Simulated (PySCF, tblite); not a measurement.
# C4H10BCl2Ga: geometry, infrared bands and NMR shifts

Aim: predict the infrared bands and NMR shifts of C4H10BCl2Ga (`C1CC1C[BH-]1[Cl+][GaH2-][Cl+]1`).

Programs: tblite 0.8.0 and PySCF 2.14.0, with density-fitted response routines of our own. Each step states its level of theory. These are calculated values for one molecule in the gas phase, unless marked as measured. Atoms count from 0, in the outputs and in this text.

## Step 1: The starting structure

18 atoms, charge 0, multiplicity 1; geometry from: force field or distance geometry start.

Bonds of the start (Å): C0–C1 1.49, C1–C2 1.54, C2–C3 1.47, C3–B4 1.57, B4–Cl5 1.86, Cl5–Ga6 2.17, Ga6–Cl7 2.19, C2–C0 1.48, Cl7–B4 1.85, C0–H8 1.08, C0–H9 1.12, C1–H10 1.12, C1–H11 1.09, C2–H12 1.12, C3–H13 1.12, C3–H14 1.12, B4–H15 1.19, Ga6–H16 1.58, Ga6–H17 1.60.

## Step 2: Geometry optimisation with GFN2-xTB

The job: settings as JSON, then the geometry in Å.

```
{"job": {"kind": "relax", "xc": "GFN2-xTB", "basis": "xTB"}, "charge": 0, "multiplicity": 1}
C     -1.119200     1.228000    -0.538800
C     -2.020000     0.707000     0.532200
C     -1.394100    -0.226500    -0.516700
C     -0.539700    -1.247300     0.103900
B      0.926200    -1.362800    -0.432100
Cl     2.089500    -1.254600     1.020700
Ga     2.883900     0.676400     0.417100
Cl     1.626800     0.120100    -1.287200
H     -0.184500     1.679900    -0.233400
H     -1.693100     1.780300    -1.330300
H     -1.554300     0.647000     1.545500
H     -3.093100     0.893000     0.555000
H     -2.200900    -0.578500    -1.204600
H     -0.530600    -1.154400     1.215100
H     -1.025400    -2.241100    -0.093700
H      1.102800    -2.351100    -1.064700
H      4.450300     0.718400     0.180000
H      2.266600     1.972500     1.120500
```

On the command line:

```
$ OMP_NUM_THREADS=1 python probes_run.py task.json out
```

One launch serves the whole session: the jobs run in the order shown.

**Question.** This job is followed by: GFN2-xTB harmonic vibrations, gas phase; GIAO PBE0/pcSseg-1 NMR shielding, non-relativistic, gas phase. Predict these results of the whole session: strongest single infrared mode (GFN2-xTB); zero-point energy (GFN2-xTB); 13C shifts against TMS (PBE0/pcSseg-1, means over atoms taken as alike); 1H shifts against TMS (PBE0/pcSseg-1, means over atoms taken as alike); 11B shifts against BF3·OEt2 (PBE0/pcSseg-1); 35Cl shifts against HCl (PBE0/pcSseg-1, means over atoms taken as alike); shieldings of Ga (PBE0/pcSseg-1).

The runs gave:

| quantity | value |
| --- | --- |
| strongest single infrared mode (GFN2-xTB) | 693 cm⁻¹, 379 km/mol |
| zero-point energy (GFN2-xTB) | 79.9 kcal/mol |
| 13C shifts against TMS (PBE0/pcSseg-1, means over atoms taken as alike) | 36.3, 11.9, 8.6 ppm |
| 1H shifts against TMS (PBE0/pcSseg-1, means over atoms taken as alike) | 5.60, 5.34, 4.27, 1.24, 0.65, 0.57, 0.21 ppm |
| 11B shifts against BF3·OEt2 (PBE0/pcSseg-1) | 6.2 ppm |
| 35Cl shifts against HCl (PBE0/pcSseg-1, means over atoms taken as alike) | 45 ppm |
| shieldings of Ga (PBE0/pcSseg-1) | Ga6 1418.8 ppm |

In words: The optimisation took 154 steps and gained 0.863 eV; among the close pairs (by a distance rule), Cl5–Ga6 changed most, from 2.174 to 2.271 Å. All 48 modes are real, so the xTB geometry is a minimum. The strongest single mode, at 693 cm⁻¹, moves mainly H17 and H16. GFN2-xTB is a fitted tight-binding method: band positions and strengths are rough. Its intensities can rank the bands wrongly. At PBE0/pcSseg-1: The widest tensor belongs to Ga6: span 437 ppm, with a paramagnetic part of -1219 ppm. Spin-orbit coupling is left out, which matters for shieldings and couplings at and beside the heavy atoms.
